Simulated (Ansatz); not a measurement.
Crystal: MgI2.

```
I Mg
1.0
     4.14000    0.00000    0.00000
    -2.07000    3.58535    0.00000
     0.00000    0.00000    6.88000
I Mg
2 1
Direct
  0.66667 0.33333 0.75000
  0.33333 0.66667 0.25000
  0.00000 0.00000 0.00000
```

* Program: Ansatz 0.2.0
* Task: relaxation of cell and atoms
* Functional: PBEsol
* Potentials or basis: Ansatz PAW
* Cutoff: 420 eV (not typed: the program's choice for these potentials)
* k mesh: 8 × 8 × 4
* Occupations: fermi-dirac, width 0.05 eV
* Spin: no spin polarisation

At the start: volume 34.04 Å³/atom.

Problem. How do energy, volume and symmetry change on relaxing?

Solution. It ends after 6 steps and the volume is 34.65 Å³/atom (+1.8 %); space group P-3m1 (No. 164, to 0.05 Å).

Step by step:
| step | energy change (eV) | largest force (eV/Å) | volume (Å³) |
| --- | --- | --- | --- |
| 1 | 0.0000 | 0.2947 | 102.12 |
| 2 | -0.0008 | 0.2632 | 105.17 |
| 3 | -0.0179 | 0.0097 | 103.35 |
| 4 | -0.0185 | 0.0066 | 103.17 |
| 5 | -0.0186 | 0.0043 | 103.95 |
| 6 | -0.0188 | 0.0043 | 103.95 |

Final structure:
```
I Mg
1.0
     4.13249    0.00000    0.00000
    -2.06624    3.57884    0.00000
     0.00000    0.00000    7.02854
I Mg
2 1
Direct
  0.66667 0.33333 0.76256
  0.33333 0.66667 0.23744
  0.00000 0.00000 0.00000
```

Caveat: the plane-wave basis is chosen anew once the cell has moved, so the energies of steps on either side of that aren't comparable; this functional lacks dispersion, which binds the layers, so the pressure and a relaxed spacing across them are unreliable; the PAW data sets come from PBE, with cores solved anew for the run's functional, which leaves a small shift of forces and pressure.
